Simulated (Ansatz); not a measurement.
# C₂H₈GeO₂S: up Jacob's ladder to CCSD(T)

Aim: compute C₂H₈GeO₂S with functionals from several rungs and with coupled cluster. The yardstick is the atomisation energy at the CCSD(T) limit.

The runs use Ansatz 0.2.0, Gaussian basis; functionals in def2-TZVPP, the program's frozen cores in correlated methods.

Plan: PBE-D4, r2SCAN-D4, PBE0-D4, B3LYP-D4, ωB97X-V, ωB97M-V, B2PLYP; CCSD(T)/def2-TZVPP; MP2/def2-QZVPP; extrapolation to the limit.

### Step 1. Structure used throughout

An earlier PBE0-D4 in a triple-zeta def2 set relaxation fixed the geometry.

14 atoms, charge 0, spin multiplicity 1.

Atoms are counted from 1 here; the program's logs count them from 0.

Bond lengths: C1–O2 1.412 Å, C1–H7 1.097 Å, C1–H8 1.092 Å, C1–H9 1.096 Å, O2–Ge3 1.773 Å, Ge3–S4 2.206 Å, Ge3–O5 1.768 Å, Ge3–H10 1.532 Å, S4–H11 1.344 Å, O5–C6 1.412 Å, C6–H12 1.096 Å, C6–H13 1.096 Å, C6–H14 1.092 Å. Angles: O2–C1–H7 111.9°, O2–C1–H8 107.7°, O2–C1–H9 112.0°, H7–C1–H8 108.2°, H7–C1–H9 108.4°, H8–C1–H9 108.5°, C1–O2–Ge3 118.4°, O2–Ge3–S4 102.8°, O2–Ge3–O5 109.3°, O2–Ge3–H10 113.2°, S4–Ge3–O5 112.6°, S4–Ge3–H10 114.9°, O5–Ge3–H10 104.1°, Ge3–S4–H11 90.7°, Ge3–O5–C6 119.7°, O5–C6–H12 111.8°, O5–C6–H13 111.8°, O5–C6–H14 107.7° and more.

### Step 2. PBE-D4 (GGA)

The input, in.yaml:

```yaml
crystal:
  periodic: [false, false, false]
  atoms:
    - {symbol: C, position_ang: [-2.124212, 0.253421, -0.099353]}
    - {symbol: O, position_ang: [-0.939998, 0.900120, -0.516684]}
    - {symbol: Ge, position_ang: [0.435402, 0.943539, 0.600829]}
    - {symbol: S, position_ang: [1.986913, 1.982946, -0.573037]}
    - {symbol: O, position_ang: [0.896330, -0.709251, 1.025686]}
    - {symbol: C, position_ang: [1.350780, -1.589904, 0.020487]}
    - {symbol: H, position_ang: [-2.581038, 0.753401, 0.763756]}
    - {symbol: H, position_ang: [-2.833336, 0.289986, -0.928934]}
    - {symbol: H, position_ang: [-1.949189, -0.796366, 0.162244]}
    - {symbol: H, position_ang: [0.099464, 1.593917, 1.946064]}
    - {symbol: H, position_ang: [1.228676, 1.897148, -1.679937]}
    - {symbol: H, position_ang: [0.561780, -1.822202, -0.704207]}
    - {symbol: H, position_ang: [2.209143, -1.178811, -0.522937]}
    - {symbol: H, position_ang: [1.659265, -2.517943, 0.506013]}
basis:
  gaussian: {orbitals: def2-TZVPP}
hamiltonian: {xc: pbe, dispersion: d4}
output: {forces: true, orbitals: {seedname: orbitals}}
```

On the command line:

```
$ ansatz run in.yaml --threads 2 --pin off --events-out ev --progress --plain --max-ram 32768MiB --backend cuda --devices 0, --max-vram 18GiB
```

The runs that follow: r2SCAN-D4 (meta-GGA); PBE0-D4 (hybrid); B3LYP-D4 (hybrid); ωB97X-V (range-separated); ωB97M-V (range-separated); B2PLYP (double hybrid); CCSD(T) in def2-TZVPP; MP2 in def2-QZVPP.

**Question.** What will the summary of the whole plan be? Wanted: atomisation energy, CCSD(T)/CBS; farthest; mean size of error, hybrid; mean size of error, range-separated; gap, smallest and largest; T1 diagnostic; triples share of the correlation energy.

As calculated:

| quantity | value |
| --- | --- |
| atomisation energy, CCSD(T)/CBS | 51.887 eV |
| functionals within 0.519 eV (1.0 %) | r2SCAN-D4, PBE0-D4, B3LYP-D4, ωB97X-V, ωB97M-V |
| farthest | B2PLYP (-0.825 eV) |
| mean size of error, hybrid | 0.348 eV |
| mean size of error, range-separated | 0.087 eV |
| gap, smallest and largest | 5.49 eV (PBE-D4), 12.42 eV (ωB97X-V) |
| T1 diagnostic | 0.0120 |
| triples share of the correlation energy | 3.8 % |

**Reading.** PBE-D4 misses by +0.706 eV. Double hybrids carry the basis error of their MP2 part in triple zeta, and no dispersion term here, so their miss is partly the set-up's. The reference freezes the cores and leaves out relativity and excitations past (T), and its outer-core shells are covered unevenly, so misses under about 0.519 eV can't be ranked. Hartree-Fock recovers 71 % of the binding; the rest is correlation. Orbital gaps span 5.5 to 12.4 eV; exact exchange widens them. Correlated methods include outer-core shells of Ge, which these sets cover unevenly.
